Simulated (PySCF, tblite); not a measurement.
# C5H13FN2Si: geometry, infrared bands and NMR shifts

Wanted: the infrared bands and NMR shifts of C5H13FN2Si (`C[C@]1(CCF)CN[SiH2]N1`), by calculation.

Programs: tblite 0.8.0 and PySCF 2.14.0, with density-fitted response routines of our own. Each step states its level of theory. These are calculated values for one molecule in the gas phase, unless marked as measured. Atoms count from 0, in the outputs and in this text.

## 1. Starting geometry

22 atoms, charge 0, multiplicity 1; geometry from: force field or distance geometry start.

Bonds of the start (Å): C0–C1 1.53, C1–C2 1.49, C2–C3 1.49, C3–F4 1.38, C1–C5 1.46, C5–N6 1.45, N6–Si7 1.82, Si7–N8 1.80, N8–C1 1.47, C0–H9 1.12, C0–H10 1.10, C0–H11 1.10, C2–H12 1.11, C2–H13 1.12, C3–H14 1.12, C3–H15 1.13, C5–H16 1.08, C5–H17 1.13, N6–H18 1.04, Si7–H19 1.46, Si7–H20 1.47, N8–H21 1.02.

## 2. Geometry optimisation with GFN2-xTB

The job: settings as JSON, then the geometry in Å.

```
{"job": {"kind": "relax", "xc": "GFN2-xTB", "basis": "xTB"}, "charge": 0, "multiplicity": 1}
C     -0.302900    -1.712400    -0.987900
C     -0.183700    -0.413200    -0.193700
C     -1.512500    -0.197100     0.449100
C     -1.630800     1.035300     1.280100
F     -1.367700     2.172800     0.539700
C      0.327400     0.613500    -1.095200
N      1.138600     1.596000    -0.394400
Si     2.146300     0.431900     0.575500
N      0.812400    -0.748000     0.830500
H     -0.751200    -2.468100    -0.289500
H     -1.026500    -1.573600    -1.807900
H      0.695300    -2.021100    -1.339300
H     -2.297200    -0.204500    -0.342200
H     -1.728500    -1.081600     1.099100
H     -2.689200     1.135900     1.622100
H     -1.016200     1.022200     2.230400
H     -0.389800     1.154200    -1.700600
H      1.037500     0.119100    -1.825400
H      1.823200     2.008500    -1.065200
H      3.232600    -0.150600    -0.211400
H      2.579800     1.024900     1.846100
H      1.092900    -1.725000     0.779100
```

Launch:

```sh
OMP_NUM_THREADS=1 python probes_run.py task.json out
```

The driver reads the jobs from task.json and runs them one after another.

**Question.** This job is followed by: GFN2-xTB harmonic vibrations, gas phase; GIAO PBE0/pcSseg-1 NMR shielding, non-relativistic, gas phase. Predict these results of the whole session: strongest single infrared mode (GFN2-xTB); zero-point energy (GFN2-xTB); ¹³C shifts against TMS (PBE0/pcSseg-1); ¹H shifts against TMS (PBE0/pcSseg-1, means over atoms taken as alike); ¹⁹F shifts against CFCl3 (PBE0/pcSseg-1); ¹⁵N shifts against NH3 (PBE0/pcSseg-1); ²⁹Si shifts against TMS (PBE0/pcSseg-1).

As calculated:

| quantity | value |
| --- | --- |
| strongest single infrared mode (GFN2-xTB) | 2173 cm⁻¹, 530 km/mol |
| zero-point energy (GFN2-xTB) | 112.1 kcal/mol |
| ¹³C shifts against TMS (PBE0/pcSseg-1) | 83.5, 57.4, 55.3, 52.1, 36.0 ppm |
| ¹H shifts against TMS (PBE0/pcSseg-1, means over atoms taken as alike) | 5.56, 5.51, 5.47, 4.90, 3.86, 3.12, 2.00, 1.21, 1.19, -0.26, -0.75 ppm |
| ¹⁹F shifts against CFCl3 (PBE0/pcSseg-1) | -241.7 ppm |
| ¹⁵N shifts against NH3 (PBE0/pcSseg-1) | 43.8, 19.7 ppm |
| ²⁹Si shifts against TMS (PBE0/pcSseg-1) | -27.2 ppm |

**Reading.** Over 103 steps the energy fell by 1.251 eV; of the close pairs, N6–Si7 changed most, 1.820 to 1.716 Å. All 60 modes are real, so the xTB geometry is a minimum. The strongest single mode, at 2173 cm⁻¹, moves mainly H19. GFN2-xTB is a fitted tight-binding method: band positions and strengths are rough. Its intensities can rank the bands wrongly.
